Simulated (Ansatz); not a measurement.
I need a point defect in a supercell of WC, space group Fm-3m. Use the Ansatz DFT code, driven from Python. Use (first run): PBEsol, PAW, cutoff 450 eV, 3×3×3 k-points, Fermi-Dirac smearing of 0.05 eV.

```
CELL_PARAMETERS angstrom
0.00000 2.19268 2.19268
2.19268 0.00000 2.19268
2.19268 2.19268 0.00000
ATOMIC_POSITIONS crystal
W 0.00000 0.00000 0.00000
C 0.50000 0.50000 0.50000
```

Script `wc.py`:
```python
"""Point defect (vacancy) in WC."""

import ansatz as az
import numpy as np

lattice = az.Lattice.of(
    (0.0, 2.192684, 2.192684),
    (2.192684, 0.0, 2.192684),
    (2.192684, 2.192684, 0.0),
)
sites = [
    ("W", (0.0, 0.0, 0.0)),
    ("C", (0.5, 0.5, 0.5)),
]
wc = az.Crystal(lattice=lattice)
for symbol, position in sites:
    wc = wc.atom(symbol, position)
host = wc.supercell(2, 2, 2)
defective = host.vacancy("W", at=(0.0, 0.0, 0.0))

def prepare(structure):
    return (
        structure.calculation()
        .pseudopotentials("paw")
        .kpoints(3, center="gamma")
        .basis(450)
        .functional("pbesol")
        .occupations("Fermi-Dirac", width=0.05)
        .band_table()
    )


perfect = prepare(host).run(threads=1, pin="off").report
job = prepare(defective).forces()
res = job.run(threads=1, pin="off")
rep = res.report

n_host, n_defect = len(perfect["lattice"]["sites"]), len(rep["lattice"]["sites"])
print(f"perfect cell: {n_host} atoms, F = {perfect['free_energy_ev']:.4f} eV")
print(f"defect cell:  {n_defect} atoms, F = {rep['free_energy_ev']:.4f} eV")
# chemical potentials are still to be added to this difference
print(f"difference {rep['free_energy_ev'] - perfect['free_energy_ev']:.4f} eV (no chemical potentials)")

for site in res.lattice.sites:
    print(f"{site.symbol:2s}", " ".join(f"{v:8.4f}" for v in site.position_ang))

pull = np.linalg.norm(rep["forces_ev_ang"], axis=1)
for atom in np.argsort(-pull)[:5]:
    print(f"force on {res.lattice.sites[atom].symbol}{atom}: {pull[atom]:.3f} eV/A")
```

```console
$ python wc.py
perfect cell: 16 atoms, F = -84022.0778 eV
defect cell:  15 atoms, F = -73764.6289 eV
difference 10257.4489 eV (no chemical potentials)
C    2.1927   2.1927   2.1927
W    2.1927   2.1927   0.0000
C    4.3854   4.3854   2.1927
W    2.1927   0.0000   2.1927
C    4.3854   2.1927   4.3854
W    4.3854   2.1927   2.1927
C    6.5781   4.3854   4.3854
W    0.0000   2.1927   2.1927
C    2.1927   4.3854   4.3854
W    2.1927   4.3854   2.1927
C    4.3854   6.5781   4.3854
W    2.1927   2.1927   4.3854
C    4.3854   4.3854   6.5781
W    4.3854   4.3854   4.3854
C    6.5781   6.5781   6.5781
force on C6: 0.187 eV/A
force on C8: 0.187 eV/A
force on C4: 0.187 eV/A
force on C10: 0.187 eV/A
force on C2: 0.187 eV/A
```

What to keep in mind:
- Total energies depend on the potentials; only differences at equal settings carry meaning. A total without «per atom» is that of the cell as typed.
- The mesh is modest for a metal, so energies can be off by several to tens of meV an atom and pressures by half a GPa or more; differences at equal mesh fare better.
- The atoms stand at ideal sites; relaxing them can change energy and levels by an eV or more.
- The difference holds no chemical potentials.
- Errors of mesh and smearing per atom add up over the supercell, so the energy can be off by tenths of an eV.
- Spin-orbit coupling, which matters for elements this heavy, is left out.
- This cell is a computed structure, which may not be the phase found in nature.
- The supercell is small, so the defect meets its images and the energies aren't those of an isolated defect; a partly filled defect level may also lower its energy by spin or distortion. For a charged cell the difference holds no correction, alignment or term for the electrons' reservoir.
- Run time: 10 s on 1 thread of Arm Neoverse V1, with other jobs on the host, peak memory 0.53 GiB.
